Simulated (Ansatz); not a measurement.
I need a phonon calculation by finite displacements of HfZn, space group Pm-3m. Use Ansatz's Python interface. Settings: PBEsol, PAW, cutoff 470 eV, 8×8×8 k-points, Methfessel-Paxton smearing of 0.1 eV.

```
CELL_PARAMETERS angstrom
3.27510 0.00000 0.00000
0.00000 3.27510 0.00000
0.00000 0.00000 3.27510
ATOMIC_POSITIONS crystal
Hf 0.50000 0.50000 0.50000
Zn 0.00000 0.00000 0.00000
```

`phonons_hfzn.py`
```python
from dataclasses import dataclass
from pathlib import Path

import ansatz as az
import numpy as np


@dataclass
class RunConfig:
    xc: str = "pbesol"
    cutoff: int = 470
    smearing: str = "methfessel_paxton"
    width_ev: float = 0.1
    mesh: tuple[int, ...] = (8, 8, 8)


cfg = RunConfig()


def main() -> None:
    cell = (
        az.Lattice.of((3.275105, 0.0, 0.0), (0.0, 3.275105, 0.0), (0.0, 0.0, 3.275105))
        .atom("Hf", (0.5, 0.5, 0.5))
        .atom("Zn", (0.0, 0.0, 0.0))
    )
    path = [
        ("G", (0.0, 0.0, 0.0)),
        ("X", (0.0, 0.5, 0.0)),
        ("M", (0.5, 0.5, 0.0)),
        ("G", (0.0, 0.0, 0.0)),
        ("R", (0.5, 0.5, 0.5)),
        ("X", (0.0, 0.5, 0.0)),
    ]

    calc = cell.calculation()
    calc = calc.functional(cfg.xc).basis(cfg.cutoff)
    calc = calc.occupations(cfg.smearing, width=cfg.width_ev).kpoints(*cfg.mesh)
    calc = calc.phonons("fd", supercell=2, path=[q for _, q in path], intervals=4)
    res = calc.run(threads=1, pin="off", runs_dir="phonon_runs")
    folder = Path(res.output_folder) / "results"
    ph = res.phonons

    print("modes at Gamma (1/cm):", np.round(ph.gamma_omega_inv_cm, 1) + 0.0)
    print(f"{ph.n_members} displaced supercells, sum-rule residual {ph.asr_residual_pre_ev_ang2:.1e} eV/A^2")
    table = np.loadtxt(folder / "phbands.tsv", comments="#")
    n_modes = len(ph.gamma_omega_inv_cm)
    omega = table[:, 1 : 1 + n_modes]
    for i, (label, _) in enumerate(path):
        print(f"{label:3s}", " ".join(f"{v:7.1f}" for v in omega[min(i * 4, len(omega) - 1)]))
    print(f"lowest {omega.min():.1f}, highest {omega.max():.1f} 1/cm on the path;", "unstable" if omega.min() < -10 else "no imaginary branch")


if __name__ == "__main__":
    main()
```

```console
$ python phonons_hfzn.py
modes at Gamma (1/cm): [  0.    0.    0.  162.5 162.5 162.5]
2 displaced supercells, sum-rule residual 2.5e-04 eV/A^2
G       0.0     0.0     0.0   162.5   162.5   162.5
X      96.5    96.5   139.3   146.0   146.0   154.5
M      61.6    61.6    78.4   147.9   211.9   211.9
G       0.0     0.0     0.0   162.5   162.5   162.5
R     140.2   140.2   140.2   160.3   160.3   160.3
X      96.5    96.5   139.3   146.0   146.0   154.5
lowest 0.0, highest 211.9 1/cm on the path; no imaginary branch
```

What to keep in mind:
- The cell isn't relaxed first, so the values belong to this volume.
- For a metal this mesh is far too coarse, so the numbers only illustrate the procedure.
- Spin-orbit coupling, which matters for elements this heavy, is left out.
- The structure comes from a database of computed cells and needn't be a stable or known phase.
- The structure is taken as given and the supercell is small; imaginary modes can come from an unrelaxed or unstable start. Phonons of metals also depend on mesh and smearing.
- Timing: 2.7 min on 1 thread of Arm Neoverse V2, with other jobs on the host, peak memory 1.2 GiB.

(Lines on the test bed's own set-up are left out of the output.)
